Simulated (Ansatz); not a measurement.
# Cobalt, A15 under PBEsol: structure and ground-state energy

The plan for cobalt in the A15 structure: relax it, then solve it on a dense k-mesh. The start is ferromagnetic. The k-meshes are 6×6×6 for the relaxation; 8×8×8 for the dense run.

Program: Ansatz 0.2.0. Level of theory: DFT PBEsol, plane waves (420 eV) with PAW, scalar-relativistic; the PAW data stem from PBE, with regenerated cores. These are calculated values, not measurements.

## (1) The structure to begin with

It takes space group Pm-3n (No. 223, cubic). The conventional cell has a = 4.458 Å, b = 4.458 Å, c = 4.458 Å, α = 90.00°, β = 90.00°, γ = 90.00°. Co (site symmetry m-3) has 12 Co at 2.49 Å as nearest neighbours. Co (site symmetry -4m2) is surrounded by 6 Co at 2.23 to 2.49 Å.

Coordinates:

```xyz
8
Lattice="4.4579 0.0000 0.0000 0.0000 4.4579 0.0000 0.0000 0.0000 4.4579" Properties=species:S:1:pos:R:3 pbc="T T T"
Co    0.0000    0.0000    0.0000
Co    2.2289    2.2289    2.2289
Co    1.1145    0.0000    2.2289
Co    3.3434    0.0000    2.2289
Co    2.2289    1.1145    0.0000
Co    2.2289    3.3434    0.0000
Co    0.0000    2.2289    1.1145
Co    0.0000    2.2289    3.3434
```

The atoms start with moments of +1.7 ×8 μB.

## (2) Relaxation of the cell

Contents of input.yaml:

```yaml
crystal:
  lattice:
    - [4.457857647, 0.0, 0.0]
    - [0.0, 4.457857647, 0.0]
    - [0.0, 0.0, 4.457857647]
  atoms:
    - { symbol: Co, position: [0.0, 0.0, 0.0], spin: 1.7 }
    - { symbol: Co, position: [0.5, 0.5, 0.5], spin: 1.7 }
    - { symbol: Co, position: [0.25, 0.0, 0.5], spin: 1.7 }
    - { symbol: Co, position: [0.75, 0.0, 0.5], spin: 1.7 }
    - { symbol: Co, position: [0.5, 0.25, 0.0], spin: 1.7 }
    - { symbol: Co, position: [0.5, 0.75, 0.0], spin: 1.7 }
    - { symbol: Co, position: [0.0, 0.5, 0.25], spin: 1.7 }
    - { symbol: Co, position: [0.0, 0.5, 0.75], spin: 1.7 }
hamiltonian:
  xc: pbesol
  pseudopotentials:
    kind: paw
    azcp:
      Co: "pseudopotentials/Co.paw.azcp"
basis:
  ecutwfc: 420
  fft_grid_basis: typed
kpoints:
  mp_grid: { grid: [6, 6, 6], shift: [0, 0, 0] }
magnetization:
  spin_polarized: true
scf:
  occupations: { method: fermi_dirac, width: 0.05 }
relax:
  max_steps: 60
  f_tol: 0.01
  cell: {}
output:
  write_density: true
  write_potential: true
  elf: true
  volumetric_format: npy
```

Launch:

```bash
> ansatz run input.yaml --threads 4 --pin off --max-ram 8192MiB --backend cpu --events-out ev --progress --plain --runs-dir out
```

Further steps of the session: Single point on a dense mesh.

**Question.** What will these runs give? Wanted: space group; conventional cell; volume; shortest distance; gap on the mesh; magnetic state; relative to hcp, ferromagnetic.

The runs gave:

| quantity | value |
| --- | --- |
| space group (spins left aside) | Pm-3n (No. 223) |
| conventional cell | a = 4.398 Å |
| volume | 10.630 Å³/atom |
| shortest distance | 2.199 Å |
| gap on the mesh | none (levels filled in part) |
| magnetic state | ferromagnetic, up to 1.73 μB per atom |
| relative to hcp, ferromagnetic | +112 meV/atom |

What this shows: The relaxation shrank the cell by 4.0 % in volume. Against the reference form of cobalt (hcp, ferromagnetic, computed apart with the same settings) it stands 112 meV/atom higher. The final state is ferromagnetic (largest moment 1.73 μB). Levels at the Fermi energy are filled in part, as in a metal. Relaxation kept the symmetry; phonons were not checked.
